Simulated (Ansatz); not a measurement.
# C2H3Cl2Si (SMILES [H]/[C]=C/[SiH](Cl)Cl) at UB3LYP/6-31G(d) (Cartesian functions)

What is the vertical ionisation energy of C2H3Cl2Si at UB3LYP/6-31G* (Cartesian functions)? 

The calculation is run with Ansatz 0.2.0.

61 further runs of the same task are left out: 61 set aside as unsound or not needed.

## Step 1: The molecule

The species is C2H3Cl2Si (8 atoms), meant as a doublet with charge 0. SMILES: `[H]/[C]=C/[SiH](Cl)Cl`. The shape is that of a PBE0-D4/def2-TZVP optimisation. This is one conformer, not always the lowest.

Bond lengths: C1–C2 1.302 Å, C2–Si3 1.849 Å, Si3–Cl4 2.046 Å, Si3–Cl5 2.046 Å, C1–H6 1.081 Å, C2–H7 1.096 Å, Si3–H8 1.473 Å. Angles: C1–C2–Si3 119.3°, C2–Si3–Cl4 109.6°, C2–Si3–Cl5 109.6°, Cl4–Si3–Cl5 108.1°, C1–C2–H7 121.6°, Si3–C2–H7 119.1°, C2–C1–H6 140.4°, C2–Si3–H8 111.7°, Cl4–Si3–H8 108.9°, Cl5–Si3–H8 108.9°.

## Step 2: A single-point energy at UB3LYP/6-31G(d) (Cartesian functions)

File input.yaml:

```yaml
crystal:
  periodic: [false, false, false]
  atoms:
    - {symbol: C, position_ang: [-0.467200, 1.549800, 0.659300]}
    - {symbol: C, position_ang: [-0.193600, 0.279100, 0.737900]}
    - {symbol: Si, position_ang: [0.301600, -0.635800, -0.791100]}
    - {symbol: Cl, position_ang: [-1.013100, -2.166600, -1.130900]}
    - {symbol: Cl, position_ang: [2.164100, -1.443500, -0.534600]}
    - {symbol: H, position_ang: [-0.772500, 2.376400, 1.285600]}
    - {symbol: H, position_ang: [-0.249600, -0.262100, 1.689000]}
    - {symbol: H, position_ang: [0.322500, 0.245600, -1.971100]}
basis:
  gaussian:
    orbitals: "6-31G*"
magnetization:
  spin_polarized: true
  initial_magnetization: 1
hamiltonian:
  xc: {name: B3LYP}
accuracy: high
output: {orbitals: {seedname: orbitals}}
```

Command:

```sh
$ ansatz run input.yaml --threads 1 --pin off --max-ram 3480MiB --events-out events.jsonl --progress --plain --runs-dir runs
```

Output:

```text
Warning: RAYON_NUM_THREADS=1 ignored (pool sized by the plan → 1); use --threads N
Functional definition: B3LYP
  name "B3LYP"
  parameter a0 = 0.2
  parameter ax = 0.72
  parameter ac = 0.81
  exchange = (1 - a0 - ax)*slater_x + ax*b88_x + a0*exact_x
  correlation = (1 - ac)*vwn_rpa_c + ac*lyp_c
1997 factors; integrals over basis functions are off by at most 3.9e-9 eV
mean field evaluation 1: about -35041.8006 eV, gradient 2.7e1 eV
mean field evaluation 2: about -35040.9267 eV, gradient 2.9e1 eV
mean field evaluation 4: about -35045.4813 eV, gradient 2.2e0 eV
mean field evaluation 8: about -35045.6234 eV, gradient 2.2e-1 eV
mean field evaluation 16: about -35045.6244 eV, gradient 3.3e-4 eV
mean field -35045.62440751 eV, -1287.9029421985 hartree, gradient 2.6e-8 eV, S^2 0.759681; 0 other end points of the search recorded, 0 dependent functions left out
reference -35045.62444795 eV, -1287.9029436847 hartree; 32, 31 occupied and 61, 62 virtual orbitals, 1997 factors
Total energy: -35045.62444795 eV, -1287.9029436847 hartree
```

Wall time 20 s (1 thread of Arm Neoverse V1, shared host); peak memory 0.52 GiB.

## Step 3: The singlet cation

File job.yaml:

```yaml
crystal:
  periodic: [false, false, false]
  atoms:
    - {symbol: C, position_ang: [-0.467200, 1.549800, 0.659300]}
    - {symbol: C, position_ang: [-0.193600, 0.279100, 0.737900]}
    - {symbol: Si, position_ang: [0.301600, -0.635800, -0.791100]}
    - {symbol: Cl, position_ang: [-1.013100, -2.166600, -1.130900]}
    - {symbol: Cl, position_ang: [2.164100, -1.443500, -0.534600]}
    - {symbol: H, position_ang: [-0.772500, 2.376400, 1.285600]}
    - {symbol: H, position_ang: [-0.249600, -0.262100, 1.689000]}
    - {symbol: H, position_ang: [0.322500, 0.245600, -1.971100]}
basis:
  gaussian:
    orbitals: "6-31G*"
hamiltonian:
  xc: {name: B3LYP}
output: {orbitals: {seedname: orbitals}}
total_charge: 1
accuracy: high
```

Command:

```sh
$ ansatz run job.yaml --threads 1 --pin off --max-ram 3480MiB --events-out events.jsonl --progress --plain --runs-dir runs
```

Output:

```text
Warning: RAYON_NUM_THREADS=1 ignored (pool sized by the plan → 1); use --threads N
Functional definition: B3LYP
  name "B3LYP"
  parameter a0 = 0.2
  parameter ax = 0.72
  parameter ac = 0.81
  exchange = (1 - a0 - ax)*slater_x + ax*b88_x + a0*exact_x
  correlation = (1 - ac)*vwn_rpa_c + ac*lyp_c
1996 factors; integrals over basis functions are off by at most 3.9e-9 eV
mean field evaluation 1: about -35030.0386 eV, gradient 5.0e1 eV
mean field evaluation 2: about -35001.8532 eV, gradient 1.0e2 eV
mean field evaluation 4: about -35036.1763 eV, gradient 3.3e0 eV
mean field evaluation 8: about -35036.3339 eV, gradient 5.3e-1 eV
mean field evaluation 16: about -35036.3348 eV, gradient 2.8e-4 eV
mean field -35036.33478300 eV, -1287.5615547944 hartree, gradient 5.3e-8 eV, S^2 0.000000; 0 other end points of the search recorded, 0 dependent functions left out
reference -35036.33482369 eV, -1287.5615562897 hartree; 31, 31 occupied and 62, 62 virtual orbitals, 1996 factors
Total energy: -35036.33482369 eV, -1287.5615562897 hartree
```

Run time: 11 s. Hardware: 1 thread of Arm Neoverse V1, shared host; peak memory 0.34 GiB.

## Step 4: What came out

Level: UB3LYP/6-31G* (Cartesian functions).

```
                                             quantity           value
                      doublet C2H3Cl2Si: total energy  -1287.90294 Eh
doublet C2H3Cl2Si: HOMO energy (highest over α and β)        -6.76 eV
 doublet C2H3Cl2Si: LUMO energy (lowest over α and β)        -2.54 eV
                              doublet C2H3Cl2Si: ⟨S²⟩           0.760
                         singlet cation: total energy  -1287.56156 Eh
                          singlet cation: HOMO energy       -13.36 eV
                          singlet cation: LUMO energy       -11.52 eV
                        singlet cation: HOMO–LUMO gap         1.84 eV
   vertical ionisation energy (to the singlet cation)        9.290 eV
```

**Reading.** The vertical ionisation energy comes to 9.29 eV (214 kcal/mol). Only the singlet of the ionised species was computed; a triplet could lie lower.
